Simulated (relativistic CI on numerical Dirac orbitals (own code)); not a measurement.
**Ru²⁺ (4d6) in crystal fields: levels and magnetism**

Aim: the levels, ground state and powder susceptibility of Ru²⁺ in 6 parametric crystal fields.

Program: relativistic CI on numerical Dirac orbitals (own code) version 1. Level of theory: Dirac-Coulomb-Breit CI, KLI orbitals optimised for each configuration, model QED (radiative potential, 1s self-energy scaled to tabulated hydrogen-like ionisation energies), valence Slater integrals scaled by 0.8, one configuration in a parametric crystal field. These are calculated values, not measurements, unless marked.

## Step 1: The atom as given

```
ion            : Ru²⁺ (Ru III)
nuclear charge : 44
electrons      : 42
open shell     : 4d6
Slater scale   : 0.8
field 1 (cm⁻¹) : D4h, 10Dq = 12450, Ds = 950, Dt = -20
field 2 (cm⁻¹) : D4h, 10Dq = 12450, Ds = 1360, Dt = -20
field 3 (cm⁻¹) : D4h, 10Dq = 12450, Ds = 1770, Dt = -20
field 4 (cm⁻¹) : D4h, 10Dq = 12450, Ds = 2180, Dt = -20
field 5 (cm⁻¹) : D4h, 10Dq = 12450, Ds = 2590, Dt = -20
field 6 (cm⁻¹) : D4h, 10Dq = 12450, Ds = 3000, Dt = -20
```

The outer shells:

[Kr] 4d6
```
[Kr] core
4d [↑↓][↑ ][↑ ][↑ ][↑ ]
```

## Step 2: Field 1: D4h, 10Dq = 12450, Ds = 950, Dt = -20

Input settings:

```ini
atom Ru  Z=44  charge=2  electrons=42
nucleus A=102  rms_radius_fm=4.4809
hamiltonian dirac-coulomb  breit=on  qed=on  c_scale=1
orbitals kli  potential=per-configuration
slater_scale 0.8
correlation none
mixing on
configurations
  [Kr] 4d6
end
crystal_field D4h 10Dq=12450 Ds=950 Dt=-20
```

## Step 3: Field 2: D4h, 10Dq = 12450, Ds = 1360, Dt = -20

Changes to the settings of step 2:

```diff
@@ -10,2 +10,2 @@
 end
-crystal_field D4h 10Dq=12450 Ds=950 Dt=-20
+crystal_field D4h 10Dq=12450 Ds=1360 Dt=-20
```

## Step 4: Field 3: D4h, 10Dq = 12450, Ds = 1770, Dt = -20

Changes to the settings of step 3:

```diff
@@ -10,2 +10,2 @@
 end
-crystal_field D4h 10Dq=12450 Ds=1360 Dt=-20
+crystal_field D4h 10Dq=12450 Ds=1770 Dt=-20
```

## Step 5: Field 4: D4h, 10Dq = 12450, Ds = 2180, Dt = -20

Changes to the settings of step 4:

```diff
@@ -10,2 +10,2 @@
 end
-crystal_field D4h 10Dq=12450 Ds=1770 Dt=-20
+crystal_field D4h 10Dq=12450 Ds=2180 Dt=-20
```

## Step 6: Field 5: D4h, 10Dq = 12450, Ds = 2590, Dt = -20

Changes to the settings of step 5:

```diff
@@ -10,2 +10,2 @@
 end
-crystal_field D4h 10Dq=12450 Ds=2180 Dt=-20
+crystal_field D4h 10Dq=12450 Ds=2590 Dt=-20
```

## Step 7: Field 6: D4h, 10Dq = 12450, Ds = 3000, Dt = -20

Changes to the settings of step 6:

```diff
@@ -10,2 +10,2 @@
 end
-crystal_field D4h 10Dq=12450 Ds=2590 Dt=-20
+crystal_field D4h 10Dq=12450 Ds=3000 Dt=-20
```

(Steps that only read results are left out.)

Before running it: what results should come out? Wanted: ground spin.

**Answer**, as computed:

| field | ground state | degeneracy | S | J | first gap (cm⁻¹) | stabilisation (cm⁻¹) | χT at 2 K | χT at 300 K |
| --- | --- | --- | --- | --- | --- | --- | --- | --- |
| 1: D4h | A1 | 1 | 0.46 | 4.41 | 1212 | -6793 | 0.001 | 0.241 |
| 2: D4h | A1 | 1 | 0.57 | 4.35 | 834 | -6863 | 0.002 | 0.477 |
| 3: D4h | A1 | 1 | 0.73 | 4.25 | 461 | -6966 | 0.003 | 1.221 |
| 4: D4h | A1 | 1 | 0.95 | 4.10 | 75 | -7112 | 0.007 | 2.426 |
| 5: D4h | B1 | 1 | 1.65 | 3.78 | 133 | -7705 | 0.050 | 2.714 |
| 6: D4h | B1 | 1 | 1.38 | 3.99 | 121 | -8650 | 0.047 | 2.056 |

χT is in cm³ K/mol; stabilisation counts from the free ion's lowest level; S and J come from the expectation values of their squares.

| quantity | value |
| --- | --- |
| ground spin (effective S from ⟨S²⟩) | 1: 0.46, 2: 0.57, 3: 0.73, 4: 0.95, 5: 1.65, 6: 1.38 |
| χT at 300 K | 0.24 to 2.71 cm³ K/mol |

Between Ds = 2180 and 2590 cm⁻¹ the ground state changes from S = 1 to S about 1.65: a spin crossover. Fields 1, 2, 3, 4, 5, 6 leave a non-degenerate ground state well apart, so χT falls towards zero on cooling. The field is a set of parameters, without covalency or charge transfer.
